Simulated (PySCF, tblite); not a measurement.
# C3H13FSSi3: geometry, infrared bands and NMR shifts

What infrared bands and NMR shifts should C3H13FSSi3 (`CS[C@@](F)([SiH3])C[SiH2][SiH3]`) show?

The runs use tblite 0.8.0 and PySCF 2.14.0, with density-fitted response routines of our own; the level of theory stands in each step. All values are computed, except where a source is named. Atoms count from 0, in the outputs and in this text.

## Step 1: The starting structure

21 atoms, charge 0, multiplicity 1; geometry from: force field or distance geometry start.

Bonds of the start (Å): C0–S1 1.81, S1–C2 1.85, C2–F3 1.38, C2–Si4 1.88, C2–C5 1.55, C5–Si6 1.87, Si6–Si7 2.30, C0–H8 1.09, C0–H9 1.08, C0–H10 1.10, Si4–H11 1.49, Si4–H12 1.49, Si4–H13 1.48, C5–H14 1.10, C5–H15 1.10, Si6–H16 1.49, Si6–H17 1.49, Si7–H18 1.48, Si7–H19 1.49, Si7–H20 1.49.

## Step 2: Relaxing the molecule with GFN2-xTB

Job settings and geometry (Å):

```
{"job": {"kind": "relax", "xc": "GFN2-xTB", "basis": "xTB"}, "charge": 0, "multiplicity": 1}
C      2.521000     2.047700     0.035400
S      1.876600     1.145300     1.460700
C      0.712400    -0.014400     0.620900
F      0.402100     0.533000    -0.609800
Si     1.628700    -1.629200     0.357500
C     -0.589500    -0.037900     1.454900
Si    -2.078700    -0.921100     0.740600
Si    -2.834200     0.129000    -1.157700
H      3.281500     2.753500     0.373600
H      2.963600     1.369500    -0.683600
H      1.705400     2.615800    -0.441700
H      0.819600    -2.568900    -0.475400
H      2.916300    -1.418500    -0.354200
H      1.913400    -2.313500     1.639800
H     -0.389200    -0.470600     2.445100
H     -0.926000     0.993600     1.647000
H     -1.728800    -2.341500     0.481000
H     -3.153300    -0.934900     1.775600
H     -1.852800    -0.005700    -2.258900
H     -4.113700    -0.488200    -1.604500
H     -3.083300     1.574100    -0.889300
```

Started as:

```sh
OMP_NUM_THREADS=1 python probes_run.py task.json out
```

This one command runs all jobs of the session in turn.

What it wrote:

```text
step      E/eV     max force
  0    -712.51916    1.798
  1    -712.62321    0.660
  2    -712.65579    0.323
  3    -712.66773    0.221
  4    -712.67835    0.268
  5    -712.68649    0.222
  6    -712.69527    0.292
  7    -712.70364    0.241
  8    -712.71061    0.198
  9    -712.71496    0.152
 10    -712.71729    0.090
 11    -712.71843    0.085
 12    -712.71924    0.091
 13    -712.72007    0.082
 14    -712.72100    0.108
 15    -712.72196    0.089
 16    -712.72282    0.072
 17    -712.72355    0.076
 18    -712.72426    0.072
 19    -712.72501    0.064
 20    -712.72569    0.063
 21    -712.72630    0.064
 22    -712.72692    0.078
 23    -712.72767    0.081
 24    -712.72854    0.077
 25    -712.72943    0.070
 26    -712.73022    0.064
 27    -712.73089    0.074
 28    -712.73152    0.069
 29    -712.73223    0.073
 30    -712.73313    0.093
 31    -712.73435    0.152
 32    -712.73575    0.157
 33    -712.73697    0.094
 34    -712.73779    0.083
 35    -712.73841    0.083
 36    -712.73917    0.109
 37    -712.74018    0.114
 38    -712.74125    0.073
 39    -712.74220    0.066
 40    -712.74310    0.074
 41    -712.74409    0.100
 42    -712.74516    0.085
 43    -712.74604    0.060
 44    -712.74659    0.050
 45    -712.74694    0.051
 46    -712.74728    0.043
 47    -712.74769    0.046
 48    -712.74808    0.057
 49    -712.74835    0.046
 50    -712.74850    0.022
 51    -712.74861    0.021
 52    -712.74873    0.035
 53    -712.74888    0.047
 54    -712.74908    0.044
 55    -712.74928    0.033
 56    -712.74948    0.032
 57    -712.74972    0.055
 58    -712.75002    0.066
 59    -712.75028    0.045
 60    -712.75046    0.034
 61    -712.75058    0.031
 62    -712.75074    0.047
 63    -712.75098    0.059
 64    -712.75127    0.048
 65    -712.75158    0.053
 66    -712.75192    0.056
 67    -712.75231    0.056
 68    -712.75270    0.053
 69    -712.75301    0.040
 70    -712.75320    0.029
 71    -712.75334    0.028
 72    -712.75348    0.032
 73    -712.75364    0.031
 74    -712.75379    0.031
 75    -712.75395    0.035
 76    -712.75412    0.050
 77    -712.75429    0.047
 78    -712.75446    0.028
 79    -712.75464    0.032
 80    -712.75485    0.042
 81    -712.75515    0.067
 82    -712.75556    0.072
 83    -712.75600    0.053
 84    -712.75637    0.046
 85    -712.75663    0.037
 86    -712.75687    0.046
 87    -712.75710    0.043
 88    -712.75737    0.042
 89    -712.75757    0.043
 90    -712.75774    0.032
 91    -712.75787    0.031
 92    -712.75799    0.026
 93    -712.75809    0.020
 94    -712.75818    0.021
 95    -712.75828    0.022
 96    -712.75838    0.028
 97    -712.75848    0.027
 98    -712.75859    0.024
 99    -712.75868    0.022
100    -712.75876    0.022
101    -712.75884    0.020
102    -712.75892    0.021
103    -712.75900    0.022
104    -712.75913    0.024
105    -712.75926    0.027
106    -712.75937    0.021
107    -712.75945    0.016
108    -712.75951    0.018
109    -712.75957    0.019
110    -712.75964    0.015
111    -712.75970    0.018
112    -712.75974    0.017
113    -712.75978    0.017
114    -712.75982    0.018
115    -712.75988    0.013
116    -712.75993    0.014
117    -712.75995    0.013
118    -712.75997    0.012
119    -712.76000    0.013
120    -712.76003    0.013
121    -712.76006    0.011
122    -712.76008    0.007
```

Run time: 2.4 s. Hardware: 1 thread of Intel Xeon, shared host.

Along the way: (not every step is listed)

```
step  energy from step 0 (eV)  largest force (eV/Å)
   0                   0.0000                1.7977
   1                  -0.1040                0.6601
   2                  -0.1366                0.3229
   3                  -0.1486                0.2210
   4                  -0.1592                0.2677
   5                  -0.1673                0.2221
   6                  -0.1761                0.2918
   7                  -0.1845                0.2407
   8                  -0.1914                0.1978
  18                  -0.2051                0.0715
  28                  -0.2124                0.0685
  38                  -0.2221                0.0727
  48                  -0.2289                0.0570
  58                  -0.2309                0.0663
  68                  -0.2335                0.0532
  78                  -0.2353                0.0284
  88                  -0.2382                0.0418
  98                  -0.2394                0.0242
 108                  -0.2403                0.0177
 117                  -0.2408                0.0133
 118                  -0.2408                0.0116
 119                  -0.2408                0.0131
 120                  -0.2409                0.0127
 121                  -0.2409                0.0107
 122                  -0.2409                0.0070
```

Close pairs (by a distance rule), those that changed most:

```
   bond  before (Å)  after (Å)  change (Å)
 C2–Si4       1.875      1.923      +0.048
 C5–Si6       1.873      1.914      +0.041
  C2–C5       1.546      1.512      -0.034
Si4–H11       1.494      1.461      -0.033
Si7–H20       1.491      1.464      -0.027
Si4–H12       1.486      1.462      -0.024
Si4–H13       1.481      1.458      -0.023
Si7–H19       1.489      1.468      -0.021
```

The next job starts from the end point, and lists it.

## Step 3: Harmonic vibrations with GFN2-xTB

Job settings and geometry (Å):

```
{"job": {"kind": "ir", "xc": "GFN2-xTB", "basis": "xTB"}, "charge": 0, "multiplicity": 1}
C      2.693456     1.944419     0.086932
S      1.743188     1.295465     1.488344
C      0.566952     0.133062     0.638806
F      0.143343     0.762422    -0.532029
Si     1.534711    -1.467062     0.190129
C     -0.624966    -0.046826     1.551289
Si    -2.090843    -0.996487     0.767563
Si    -2.828634    -0.007597    -1.187733
H      3.297068     2.753842     0.484544
H      3.331577     1.171795    -0.331571
H      2.006324     2.324566    -0.662656
H      0.741687    -2.194540    -0.797394
H      2.819941    -1.092557    -0.397458
H      1.727996    -2.182813     1.445921
H     -0.278648    -0.544867     2.456997
H     -0.979512     0.942311     1.856726
H     -1.645027    -2.392316     0.611036
H     -3.098445    -1.025787     1.839487
H     -2.091858    -0.478574    -2.363325
H     -4.241043    -0.334708    -1.420104
H     -2.736186     1.453195    -1.168440
```

What it wrote:

```text
mode    cm-1     km/mol
  1      17.7      0.38
  2      27.7      2.70
  3      51.6      0.42
  4      72.5      0.85
  5      95.5      0.06
  6     126.9      1.05
  7     132.6      0.58
  8     140.5      2.60
  9     166.0      0.94
 10     216.1      3.92
 11     234.4      8.07
 12     266.3      3.52
 13     336.2      8.87
 14     360.2     56.97
 15     389.8      8.76
 16     448.4     39.13
 17     466.7      6.61
 18     472.4      2.37
 19     521.9     20.29
 20     558.5     42.04
 21     562.3     31.84
 22     626.8    108.46
 23     654.6    314.36
 24     710.5     64.65
 25     728.8     77.90
 26     735.1     82.75
 27     759.8    441.20
 28     775.2    273.30
 29     786.5    290.31
 30     803.4     77.70
 31     807.1    133.16
 32     809.3     20.60
 33     818.8    126.12
 34     831.0    209.91
 35     935.2    111.41
 36     948.1      7.99
 37     954.3      3.85
 38    1091.0     10.58
 39    1189.8     21.61
 40    1244.9     21.56
 41    1317.5      0.53
 42    1445.1      5.61
 43    1448.4      4.96
 44    1472.1      2.22
 45    2160.8    283.17
 46    2187.0    170.44
 47    2213.7    438.95
 48    2239.3    342.64
 49    2252.4    222.42
 50    2285.0    342.92
 51    2298.4    180.02
 52    2322.6    261.92
 53    2941.5     29.76
 54    2989.3     14.31
 55    3026.4     11.67
 56    3040.3      2.76
 57    3058.4      3.64
```

Run time: 2.4 s. Hardware: 1 thread of Intel Xeon, shared host.

Which atoms move in the most intense modes:

```
cm⁻¹  km/mol                                   atoms
 655   314.4                      H17 50 %, H16 17 %
 760   441.2   C5 17 %, H14 17 %, H18 13 %, H20 13 %
 775   273.3            H12 40 %, H13 35 %, H11 11 %
 786   290.3  H17 17 %, H12 15 %, H16 15 %, H11 11 %
2161   283.2                                H16 89 %
2214   438.9                                H19 95 %
2239   342.6                                H18 93 %
2285   342.9                      H12 83 %, H11 12 %
```

## Step 4: NMR shieldings: PBE0/pcSseg-1

Settings changed since step 3:

```diff
@@ -1,2 +1,2 @@
-{"job": {"kind": "ir", "xc": "GFN2-xTB", "basis": "xTB"}, "charge": 0, "multiplicity": 1}
+{"job": {"kind": "nmr", "xc": "PBE0", "basis": "pcSseg-1"}, "charge": 0, "multiplicity": 1}
 C      2.693456     1.944419     0.086932
```

Method: GIAO PBE0/pcSseg-1 NMR shielding, non-relativistic, gas phase.

What it wrote:

```text
coarse grid: 18904 points
cycle   1  E = -1487.6949208291  dE =  3.478e-01  |g| = 5.162e-01  |ddm| = 4.045e+00
cycle   2  E = -1487.6600204001  dE =  3.490e-02  |g| = 7.131e-01  |ddm| = 8.585e-01
cycle   3  E = -1487.7465834127  dE = -8.656e-02  |g| = 8.006e-02  |ddm| = 5.001e-01
cycle   4  E = -1487.7476353496  dE = -1.052e-03  |g| = 3.546e-02  |ddm| = 1.015e-01
cycle   5  E = -1487.7479348215  dE = -2.995e-04  |g| = 6.484e-03  |ddm| = 3.970e-02
cycle   6  E = -1487.7479444637  dE = -9.642e-06  |g| = 2.403e-03  |ddm| = 9.863e-03
final grid: 162592 points
cycle   7  E = -1487.8022569791  dE = -2.915e-05  |g| = 9.770e-03  |ddm| = 2.861e-02
cycle   8  E = -1487.8022312704  dE =  2.571e-05  |g| = 1.412e-02  |ddm| = 2.345e-02
cycle   9  E = -1487.8022800995  dE = -4.883e-05  |g| = 1.203e-03  |ddm| = 1.429e-02
cycle  10  E = -1487.8022804039  dE = -3.044e-07  |g| = 3.258e-04  |ddm| = 1.338e-03
cycle  11  E = -1487.8022804285  dE = -2.460e-08  |g| = 6.583e-05  |ddm| = 3.283e-04
cycle  12  E = -1487.8022804294  dE = -9.113e-10  |g| = 2.995e-05  |ddm| = 1.125e-04
converged SCF energy = -1487.8022804294

GIAO shielding tensors (ppm)
atom      isotropic    diamagn.    paramagn.     s11        s22        s33       span
  0 C      168.499     251.395     -82.895    152.789    164.584    188.125     35.337
  1 S      427.496    1057.864    -630.367    250.497    310.443    721.549    471.053
  2 C       81.900     246.520    -164.620     50.863     57.571    137.266     86.404
  3 F      357.180     479.517    -122.337    312.902    363.037    395.601     82.700
  4 Si     422.457     881.680    -459.223    398.038    411.153    458.180     60.142
  5 C      159.955     253.148     -93.193    146.930    147.315    185.618     38.688
  6 Si     432.086     880.482    -448.396    407.026    426.423    462.810     55.784
  7 Si     464.565     880.031    -415.466    451.810    464.156    477.730     25.920
  8 H       29.742      28.452       1.290     24.510     26.359     38.356     13.846
  9 H       29.206      31.021      -1.815     23.758     27.932     35.929     12.171
 10 H       28.979      31.951      -2.971     22.916     28.859     35.163     12.248
 11 H       27.453      30.943      -3.490     22.995     27.115     32.249      9.254
 12 H       27.568      31.191      -3.623     23.266     27.619     31.818      8.552
 13 H       28.007      30.615      -2.608     24.886     25.923     33.212      8.326
 14 H       30.182      31.803      -1.622     25.391     29.701     35.452     10.061
 15 H       29.789      32.100      -2.311     24.639     30.488     34.242      9.603
 16 H       27.539      29.531      -1.992     23.546     26.614     32.455      8.909
 17 H       27.771      28.760      -0.989     23.820     25.498     33.996     10.176
 18 H       28.185      29.714      -1.529     24.518     27.107     32.930      8.412
 19 H       28.310      28.238       0.072     24.539     25.425     34.965     10.426
 20 H       28.246      29.685      -1.439     24.217     27.582     32.938      8.721
```

It took 64 s on 1 thread of Intel Xeon, shared host; peak memory 1.1 GiB.

The references, computed at this level on geometries of the same kind, shield at (ppm): 1H TMS 31.72, 13C TMS 186.9, 29Si TMS 349.2, 19F CFCl3 170.9, 33S CS2 504. Their shielding less the atom's gives the shift. The references are single molecules in the gas phase, so shifts against H2O, NH3, PH3, H3PO4 or CFCl3 are not on the usual liquid scales and can be off by tens of ppm. Atoms listed in one row are averaged.

```
        atoms                                            environment  σ (ppm)  δ (ppm)  δ scaled to CDCl3
           C2  fully substituted sp3 carbon bonded to F and S and Si     81.9    105.0               96.2
           C5                                   sp3 CH2 bonded to Si    160.0     27.0               24.4
           C0                              methyl carbon bonded to S    168.5     18.4               11.7
          H16                  hydrogen on a silicon bonded to C, Si    27.54     4.18                  –
H11, H12, H13                      hydrogen on a silicon bonded to C    27.68     4.04                  –
          H17                  hydrogen on a silicon bonded to C, Si    27.77     3.95                  –
H18, H19, H20                     hydrogen on a silicon bonded to Si    28.25     3.47                  –
  H8, H9, H10                hydrogen on a methyl carbon bonded to S    29.31     2.41               2.38
          H15                    hydrogen on an sp3 CH2 bonded to Si    29.79     1.93               1.92
          H14                    hydrogen on an sp3 CH2 bonded to Si    30.18     1.54               1.55
           S1                                         sulfide sulfur      427       76                  –
           F3                              fluorine on an sp3 carbon    357.2   -186.2                  –
          Si4                               silicon bonded to C, 3 H    422.5    -73.3                  –
          Si6                           silicon bonded to C, Si, 2 H    432.1    -82.9                  –
          Si7                              silicon bonded to Si, 3 H    464.6   -115.4                  –
```

The scaled column applies a straight-line fit of computed shieldings to shifts measured in CDCl3, with any fitted terms for Cl, Br or S neighbours, and one for carbons that bear F (root-mean-square error 0.16 ppm for H, 1.9 ppm for C).

The run also stored atomic charges by several schemes (e):

```
atoms  Mulliken    IAO  Hirshfeld  ESP fit
   C0     -0.37  -0.50      -0.12    -0.30
   S1     -0.02   0.06      -0.01    -0.19
   C2     -0.23  -0.01       0.02    -0.04
   F3     -0.31  -0.32      -0.08    -0.08
  Si4      0.55   0.59       0.29     0.24
   C5     -0.45  -0.53      -0.17    -0.34
  Si6      0.30   0.44       0.25     0.32
  Si7      0.22   0.29       0.21     0.19
```

Mayer bond orders: C0–S1 0.99, S1–C2 1.00, C2–F3 0.80, C2–Si4 0.80, C2–C5 1.00, C5–Si6 0.88, Si6–Si7 0.92.

## Step 5: Results

```
                                                              quantity                                         value
                             strongest single infrared mode (GFN2-xTB)                          760 cm⁻¹, 441 km/mol
                                          zero-point energy (GFN2-xTB)                                 86.6 kcal/mol
                                13C shifts against TMS (PBE0/pcSseg-1)                         105.0, 27.0, 18.4 ppm
1H shifts against TMS (PBE0/pcSseg-1, means over atoms taken as alike)  4.18, 4.04, 3.95, 3.47, 2.41, 1.93, 1.54 ppm
                                33S shifts against CS2 (PBE0/pcSseg-1)                                        76 ppm
                              19F shifts against CFCl3 (PBE0/pcSseg-1)                                    -186.2 ppm
                               29Si shifts against TMS (PBE0/pcSseg-1)                      -73.3, -82.9, -115.4 ppm
```

**Reading.** Over 122 steps the energy fell by 0.241 eV; of the close pairs, C2–Si4 changed most, 1.875 to 1.923 Å. All 57 modes are real, so the xTB geometry is a minimum. The strongest single mode, at 760 cm⁻¹, is spread over several atoms, C5, H14, H18, H20 among them. GFN2-xTB is a fitted tight-binding method: band positions and strengths are rough. Its intensities can rank the bands wrongly. The most deshielded carbon is C2 (fully substituted sp3 carbon bonded to F and S and Si), at 105.0 ppm: pulled downfield by the heteroatom. At PBE0/pcSseg-1: The largest span, 471 ppm, is at S1, where the paramagnetic term is -630 ppm.
